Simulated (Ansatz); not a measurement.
The system is WAu.

```xyz
2
Lattice="0.0000 2.7480 2.7480 2.7480 0.0000 2.7480 2.7480 2.7480 0.0000" Properties=species:S:1:pos:R:3 pbc="T T T"
W     0.0000    0.0000    0.0000
Au    4.1220    4.1220    4.1220
```

The cell was built by a generator and needn't be a form met in nature.

| Property | Result |
| --- | --- |
| Program | Ansatz 0.2.0 |
| Task | relaxation of cell and atoms |
| Functional | HSEsol |
| Potentials or basis | Ansatz PAW |
| Cutoff | 420 eV (not typed: the program's choice for these potentials) |
| k mesh | 4 × 4 × 4 |
| Occupations | fermi-dirac, width 0.05 eV |
| Spin | no spin polarisation |

At the start: volume 20.75 Å³/atom.

**Question.** Where does the relaxation end?

**Answer.** It ends after 5 steps and the volume is 23.40 Å³/atom (+12.7 %); space group F-43m (No. 216, to 0.05 Å).

Step by step:
```tsv
step	energy change (eV)	largest force (eV/Å)	volume (Å³)
1	0.0000	0.0000	41.50
2	-0.3411	0.0000	47.87
3	-0.3524	0.0000	47.01
4	-0.3530	0.0000	46.79
5	-0.3561	0.0000	46.79
```

Final structure:
```
W Au
1.0
     0.00000    2.86010    2.86010
     2.86010    0.00000    2.86010
     2.86010    2.86010    0.00000
W Au
1 1
Direct
  0.00000 0.00000 0.00000
  0.75000 0.75000 0.75000
```

Caveat: the k mesh is coarse (spacing up to 0.50 Å⁻¹), so the values aren't converged, least of all with exact exchange; the plane-wave basis is chosen anew once the cell has moved, so the energies of steps on either side of that aren't comparable; the PAW data sets come from PBE, with cores solved anew for the run's functional, which leaves a small shift of forces and pressure.
